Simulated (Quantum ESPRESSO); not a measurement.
Here is a Quantum ESPRESSO 7.5 calculation.

File pw.in:

```
&CONTROL
  calculation = 'scf'
  prefix = 'pwscf'
  outdir = './tmp'
  pseudo_dir = './pseudo'
  tprnfor = .true.
  tstress = .true.
  disk_io = 'nowf'
/
&SYSTEM
  ibrav = 0
  nat = 5
  ntyp = 2
  ecutwfc = 60
  ecutrho = 440
  nbnd = 49
  occupations = 'smearing'
  smearing = 'fd'
  degauss = 0.00367493
/
&ELECTRONS
  conv_thr = 1d-09
  electron_maxstep = 120
  mixing_beta = 0.5
/
ATOMIC_SPECIES
Pd   106.4200 Pd_ONCV_PBE-1.0.oncvpsp.upf
B     10.8100 b_pbe_v1.4.uspp.F.UPF
CELL_PARAMETERS angstrom
   2.8920299704    0.0000000000    0.0000000000
   0.0000000000    4.3650077954    0.0000000000
   0.0000000000    0.0000000000    5.8563150000
ATOMIC_POSITIONS crystal
Pd     0.5000000000    0.0000000000    0.1975780000
Pd     0.0000000000    0.0000000000    0.6194700000
Pd     0.0000000000    0.5000000000    0.3291640000
Pd     0.5000000000    0.5000000000    0.8675610000
B      0.5000000000    0.0000000000    0.8632270000
K_POINTS automatic
9 6 5 0 0 0
```

Potentials or basis: SSSP 1.3 efficiency PBE.

Run with:

```console
$ OMP_NUM_THREADS=1 pw.x -in pw.in > pw.out
```

Task: Estimate the band gap on the k mesh.

Result: None (metal or under the smearing width).

Task: Predict the largest force.

Result: 0.284 eV/Å.

Task: Predict the pressure.

Result: -1.5 GPa.

Forces in eV/Å, atoms in the order of the input:
```
Pd   0.000  0.000 -0.284
Pd   0.000  0.000  0.072
Pd   0.000  0.000  0.048
Pd   0.000  0.000  0.086
B    0.000  0.000  0.079
```
